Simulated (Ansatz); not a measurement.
# C2HFI2: basis-set convergence

An exercise on one series of results from a longer session: the logs are not shown, and one member is left open.

Program: Ansatz 0.2.0, Gaussian basis. Level of theory: one geometry, several basis sets. These are calculated values, not measurements.

Plan: PBE0-D4/def2-SVP; ωB97M-V/def2-SVP; PBE0-D4/def2-QZVPP; ωB97M-V/def2-QZVPP; the functionals' def2-TZVPP values are taken from earlier runs.

## The geometry

An earlier PBE0-D4 in a triple-zeta def2 set relaxation fixed the geometry. I takes the def2 core potential; no spin-orbit term is included.

SMILES `F/C(I)=C\I`, 6 atoms, charge 0, spin multiplicity 1.

Atoms are counted from 1 here; the program's logs count them from 0.

Bond lengths: F1–C2 1.320 Å, C2–I3 2.075 Å, C2–C4 1.321 Å, C4–I5 2.065 Å, C4–H6 1.078 Å. Angles: F1–C2–I3 113.3°, F1–C2–C4 123.6°, I3–C2–C4 123.1°, C2–C4–I5 122.7°, C2–C4–H6 121.2°, I5–C4–H6 116.1°.

The first run:

in.yaml reads:

```yaml
crystal:
  periodic: [false, false, false]
  atoms:
    - {symbol: F, position_ang: [-1.113566, -1.322942, 0.110313]}
    - {symbol: C, position_ang: [-0.036180, -0.576173, 0.265387]}
    - {symbol: I, position_ang: [1.412179, -1.461628, 1.459243]}
    - {symbol: C, position_ang: [0.110815, 0.616969, -0.282555]}
    - {symbol: I, position_ang: [-1.339726, 1.485053, -1.468304]}
    - {symbol: H, position_ang: [1.008477, 1.194721, -0.130186]}
basis:
  gaussian: {orbitals: def2-SVP}
hamiltonian: {xc: pbe0, dispersion: d4}
output: {orbitals: {seedname: orbitals}}
```

Command:

```console
> ansatz run in.yaml --threads 2 --pin off --events-out ev --progress --plain --max-ram 32768MiB --backend cpu
```

Steps of the session up to this table: PBE0-D4 in def2-SVP; ωB97M-V in def2-SVP; PBE0-D4 in def2-QZVPP; ωB97M-V in def2-QZVPP.

One table of the session follows, with a row left open; its other results are not shown here.

It belongs to the step «Density functionals: the series». 

| functional | basis | HOMO (eV) | LUMO (eV) |
| --- | --- | --- | --- |
| PBE0-D4 | def2-SVP | -6.92 | -1.59 |
| PBE0-D4 | def2-TZVPP | -6.99 | -1.69 |
| PBE0-D4 | def2-QZVPP | -7.00 | -1.72 |
| ωB97M-V | def2-SVP | -8.96 | 0.52 |
| ωB97M-V | def2-TZVPP | ? | ? |
| ωB97M-V | def2-QZVPP | -9.05 | 0.21 |

Q: Estimate the row for ωB97M-V, def2-TZVPP from the others.

As computed: HOMO (eV): -9.03; LUMO (eV): 0.31. In the column «HOMO (eV)» it lies between ωB97M-V, def2-QZVPP (-9.05) and ωB97M-V, def2-SVP (-8.96).
